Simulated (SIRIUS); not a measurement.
A run of SIRIUS 7.10.0 is set up as follows.

File sirius.json:

```json
{
  "control": {
    "processing_unit": "cpu",
    "verbosity": 2,
    "num_bands_to_print": 12,
    "print_forces": true,
    "print_stress": true
  },
  "parameters": {
    "electronic_structure_method": "pseudopotential",
    "xc_functionals": ["XC_GGA_X_PBE", "XC_GGA_C_PBE"],
    "gk_cutoff": 9.2,
    "pw_cutoff": 18.4,
    "ngridk": [10, 10, 5],
    "shiftk": [0, 0, 0],
    "smearing": "fermi_dirac",
    "smearing_width": 0.0018374661,
    "num_bands": 12,
    "num_mag_dims": 0,
    "num_dft_iter": 100,
    "energy_tol": 1e-08,
    "density_tol": 1e-06
  },
  "iterative_solver": {
    "type": "davidson",
    "min_tolerance": 1e-09,
    "tolerance_scale": [0.1, 0.25]
  },
  "mixer": {
    "type": "anderson",
    "beta": 0.7,
    "max_history": 8
  },
  "settings": {
    "tol_ne": 1e-10,
    "pseudo_grid_cutoff": 6.5
  },
  "unit_cell": {
    "lattice_vectors": [
      [4.999497229832, 0.0, 0.0],
      [0.0, 4.999497229832, 0.0],
      [0.0, 0.0, 10.209509949948]
    ],
    "atom_coordinate_units": "lattice",
    "atom_types": ["Al", "B", "N"],
    "atom_files": {
      "N": "N.json",
      "Al": "Al.json",
      "B": "B.json"
    },
    "atoms": {
      "Al": [
        [0.5, 0.5, 0.0]
      ],
      "B": [
        [0.5, 0.5, 0.5]
      ],
      "N": [
        [0.0, 0.0, 0.0]
      ]
    }
  }
}
```

Potentials or basis: PseudoDojo 0.4.1 PBE standard (scalar relativistic).

Run with:

```bash
$ upf_to_json N.upf
$ upf_to_json Al.upf
$ upf_to_json B.upf
$ OMP_NUM_THREADS=1 sirius.scf --input=sirius.json --output=out.json --task=0
```

**Question.** What does it give for the band gap on the k mesh?

**Answer.** None (metal or under the smearing width).

**Question.** What does it give for the pressure?

**Answer.** 0.0 GPa.

Stress tensor (GPa, compression positive):
```
-0.29  0.00  0.00
 0.00 -0.29  0.00
 0.00  0.00  0.52
```
